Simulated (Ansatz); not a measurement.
**C3H6AlFSi: up Jacob's ladder to CCSD(T)**

Aim: compute C3H6AlFSi with functionals from several rungs and with coupled cluster, and see how far each lands from CCSD(T) at the basis-set limit for the atomisation energy.

Method: functionals in def2-TZVPP, the program's frozen cores in correlated methods; program: Ansatz 0.2.0, Gaussian basis.

Levels to be run: LDA (SPW92), PBE-D4, revPBE-D4, BLYP-D4, r2SCAN-D4, B97M-V, PBE0-D4, B3LYP-D4, r2SCANh-D4, r2SCAN0-D4, HSE06-D4, BHLYP-D4, CAM-B3LYP-D4, LC-ωPBE, ωB97X-V, ωB97M-V, B2PLYP, PBE-QIDH; CCSD(T)/def2-SVP; CCSD(T)/def2-TZVPP; MP2/def2-QZVPP; extrapolation to the limit; RPA on PBE.

## (1) Structure used throughout

All runs share one geometry, relaxed beforehand with PBE0-D4 in a triple-zeta def2 set.

12 atoms, charge 0, spin multiplicity 1.

Atoms are counted from 1 here; the program's logs count them from 0.

Bond lengths: C1–C2 1.340 Å, C1–H7 1.090 Å, C1–H8 1.091 Å, C2–Al3 1.965 Å, C2–Si5 1.832 Å, Al3–C4 1.946 Å, Al3–Si5 2.340 Å, C4–H9 1.093 Å, C4–H10 1.093 Å, C4–H11 1.094 Å, Si5–F6 1.609 Å, Si5–H12 1.486 Å. Angles: C2–C1–H7 122.1°, C2–C1–H8 122.9°, H7–C1–H8 114.9°, C1–C2–Al3 116.8°, C1–C2–Si5 141.5°, Al3–C2–Si5 76.0°, C2–Al3–C4 138.3°, C2–Al3–Si5 49.4°, C4–Al3–Si5 166.8°, Al3–C4–H9 111.5°, Al3–C4–H10 111.3°, Al3–C4–H11 110.0°, H9–C4–H10 108.4°, H9–C4–H11 108.0°, H10–C4–H11 107.5°, C2–Si5–Al3 54.6°, C2–Si5–F6 124.6°, C2–Si5–H12 107.8° and more.

## (2) LDA

This LDA is Slater exchange with PW92 correlation.

File in.yaml:

```yaml
crystal:
  periodic: [false, false, false]
  atoms:
    - {symbol: C, position_ang: [-0.676343, -0.784325, 1.719882]}
    - {symbol: C, position_ang: [-0.247630, 0.374742, 1.201783]}
    - {symbol: Al, position_ang: [0.477138, 0.316218, -0.623477]}
    - {symbol: C, position_ang: [1.288063, -0.984285, -1.822739]}
    - {symbol: Si, position_ang: [-0.866902, 1.916502, 0.430291]}
    - {symbol: F, position_ang: [-2.409054, 2.376647, 0.418133]}
    - {symbol: H, position_ang: [-0.019164, -1.645986, 1.834071]}
    - {symbol: H, position_ang: [-1.696652, -0.933600, 2.075640]}
    - {symbol: H, position_ang: [2.016670, -1.610418, -1.302252]}
    - {symbol: H, position_ang: [1.790222, -0.492398, -2.659221]}
    - {symbol: H, position_ang: [0.517171, -1.639258, -2.239982]}
    - {symbol: H, position_ang: [-0.096420, 3.050961, 1.001870]}
basis:
  gaussian: {orbitals: def2-TZVPP}
hamiltonian: {xc: lda}
output: {orbitals: {seedname: orbitals}}
```

On the command line:

```
ansatz run in.yaml --threads 4 --pin off --events-out ev --progress --plain --max-ram 10444MiB
```

The runs that follow: PBE-D4 (GGA); revPBE-D4 (GGA); BLYP-D4 (GGA); r2SCAN-D4 (meta-GGA); B97M-V (meta-GGA); PBE0-D4 (hybrid); B3LYP-D4 (hybrid); r2SCANh-D4 (hybrid); r2SCAN0-D4 (hybrid); HSE06-D4 (hybrid); BHLYP-D4 (hybrid); CAM-B3LYP-D4 (range-separated); LC-ωPBE (range-separated); ωB97X-V (range-separated); ωB97M-V (range-separated); B2PLYP (double hybrid); PBE-QIDH (double hybrid); CCSD(T) in def2-SVP; CCSD(T) in def2-TZVPP; MP2 in def2-QZVPP; RPA on PBE orbitals.

Before running them: what should the planned runs give, taken together? Wanted: atomisation energy, CCSD(T)/CBS; farthest beyond LDA; mean size of error, GGA; mean size of error, meta-GGA; mean size of error, hybrid; mean size of error, range-separated; mean size of error, double hybrid; gap, smallest and largest; T1 diagnostic.

**Answer**, as computed:

```
                               quantity                                                                                                 value
        atomisation energy, CCSD(T)/CBS                                                                                         4524.4 kJ/mol
 functionals within 22.6 kJ/mol (0.5 %)  revPBE-D4, BLYP-D4, PBE0-D4, B3LYP-D4, r2SCANh-D4, CAM-B3LYP-D4, LC-ωPBE, ωB97X-V, ωB97M-V, PBE-QIDH
                    farthest beyond LDA                                                                              BHLYP-D4 (-139.4 kJ/mol)
                mean size of error, GGA                                                                                           42.7 kJ/mol
           mean size of error, meta-GGA                                                                                           39.1 kJ/mol
             mean size of error, hybrid                                                                                           39.5 kJ/mol
    mean size of error, range-separated                                                                                            6.5 kJ/mol
      mean size of error, double hybrid                                                                                           33.3 kJ/mol
              gap, smallest and largest                                                              2.91 eV (LDA (SPW92)), 9.11 eV (LC-ωPBE)
                          T1 diagnostic                                                                                                0.0148
triples share of the correlation energy                                                                                                 4.2 %
```

**Reading.** LDA overbinds by 645.1 kJ/mol (14 %). PBE-D4 misses by +102.9 kJ/mol. Double hybrids carry the basis error of their MP2 part in triple zeta, and no dispersion term here, so their miss is partly the set-up's. By mean error the best rung here is range-separated (6.5 kJ/mol) and the worst beyond LDA is GGA (42.7 kJ/mol). hybrid functionals lie within the reference's doubt of that worst mean (39.5 kJ/mol), so those two tie. Misses under about 22.6 kJ/mol are within the doubt on the reference itself, which lacks core-valence correlation, relativity and higher excitations. Hartree-Fock recovers 73 % of the binding; the rest is correlation. CCSD(T) in def2-SVP is off by -267.7 kJ/mol, worse than the median functional, from the basis alone. The gap grows from 2.9 to 9.1 eV across the functionals, mostly with the share of exact exchange.
